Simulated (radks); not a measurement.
# Pt⁺ in [Kr] 4d10 4f14 5s1.75 5p6 5d9 5f0.25: an all-electron calculation

What are the levels of the platinum ion Pt+, how large are its shells, and how does its energy divide?

Method: scalar-relativistic Kohn-Sham, PBE, spin-unpolarised, spherical densities, point nucleus. Code: radks (a radial shooting solver on a logarithmic mesh, Libxc functionals) version 1.

## 1. What is computed

* element: platinum (Z = 78)
* charge: +1
* electrons: 77
* configuration: [Kr] 4d10 4f14 5s1.75 5p6 5d9 5f0.25

## 2. The calculation

Settings of this run:

```text
Z 78
configuration [Kr] 4d10 4f14 5s1.75 5p6 5d9 5f0.25 6s0 6p0 6d0 6f0
relativity scalar-relativistic
functional pbe,pbe
spin unpolarised
nucleus point
c 137.035999084
```

**Question.** What will this run give?

As calculated:

```
                        quantity                value
                    total energy  -18412.1673 hartree
exchange-correlation share of it               1.92 %
                            −T/E               1.1156
          highest occupied level        5f, -1.723 eV
    most extended occupied level  5f, <r> = 11.9 bohr
 radius at density 0.001 e/bohr³            3.77 bohr
    maxima of the radial density                    5
```

5 principal shells are occupied and 5 maxima appear in the radial density. −T/E is 1.116: with relativity the kinetic term as defined here no longer equals −E. This is not the tabulated ground configuration, so its levels and sizes aren't those of the ground state, and no measured value stands beside it.
